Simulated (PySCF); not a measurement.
# [PbBr3]+: other functionals and bases at one geometry

One table from this session's results is given with a row withheld; the runs are named, their logs left out.

Method: several levels, as the steps say, no spin–orbit coupling; program: PySCF 2.14.0.

2 further runs of the same task are left out: 2 for a known fault of the program.

### The system as given

4 atoms, charge 1, spin multiplicity 1.

Bond lengths: Pb1–Br2 2.514 Å, Pb1–Br3 2.514 Å, Pb1–Br4 2.514 Å. Angles: Br2–Pb1–Br3 120.0°, Br2–Pb1–Br4 120.0°, Br3–Pb1–Br4 120.0°.

As a file:

```xyz
4
Br3Pb
Pb    0.0000    0.0000    0.0000
Br    2.5145    0.0000    0.0000
Br   -1.2572    2.1776    0.0000
Br   -1.2572   -2.1776    0.0000
```

Formal oxidation states: Pb +4. An earlier session relaxed this geometry at r2SCAN, Pb def2-SVP with ECP60, Br def2-SVP (singlet, point group D3h).

At r2SCAN on the finer grid: E = -7914.254485 Eh, HOMO -12.92 eV, LUMO -11.03 eV, Mulliken charge on Pb1 +0.93 e, largest force component 0.004 eV/Å. 

Levels to run: PBE; wB97X; B3LYP; TPSS; r2SCAN, TZVP; r2SCAN, x2c-SVP. Hardware: 2 threads of Arm Neoverse V2, shared host.

The first run:

run.py (the lines that set the calculation) reads:

```python
mol = gto.M(atom='''
Pb     0.00000     0.00000     0.00000
Br     2.51445    -0.00001     0.00000
Br    -1.25722     2.17758     0.00000
Br    -1.25723    -2.17757     0.00000''',
    basis={'Pb': 'def2-SVP', 'Br': 'def2-SVP'},
    ecp={'Pb': 'def2-SVP'},
    charge=1, spin=0)
mf = dft.RKS(mol, xc='PBE')
mf.grids.atom_grid = (75, 302)
mf = mf.density_fit()  # fitting sets: Pb def2-universal-JKFIT, Br def2-universal-JKFIT
mf.conv_tol = 1e-08; mf.max_cycle = 55
mf.kernel(dm0)  # dm0: the density of the relaxed state
```

On the command line:

```
> OMP_NUM_THREADS=2 python run.py
```

Among the steps run: PBE; wB97X; B3LYP; TPSS; r2SCAN, TZVP; r2SCAN, x2c-SVP.

One of the session's tables, all rows but one given; the rest of the session is left out.

```
                level  HOMO (eV)  gap (eV)  charge on Pb1 (e)  largest force component (eV/Å)
r2SCAN (relaxed here)     -12.92      1.89               0.93                            0.00
                  PBE     -12.50      1.60               0.83                            0.27
                wB97X          ?         ?                  ?                               ?
                B3LYP     -13.51      3.07               0.88                            0.24
                 TPSS     -12.66      1.73               0.90                            0.20
         r2SCAN, TZVP     -12.88      1.98               1.04                            0.36
      r2SCAN, x2c-SVP     -12.89      1.84               1.00                            0.23
```

**Question.** Estimate the row for wB97X.

The run gave: HOMO (eV): -16.21; gap (eV): 7.72; charge on Pb1 (e): 0.95; largest force component (eV/Å): 0.42. In the column «HOMO (eV)» it is the lowest.

In one basis the HOMO–LUMO gap runs from 1.60 eV (PBE) to 7.72 eV (wB97X). The largest leftover force, 0.42 eV/Å with wB97X, stands at a geometry relaxed at another level. Total energies of different levels can't be compared.
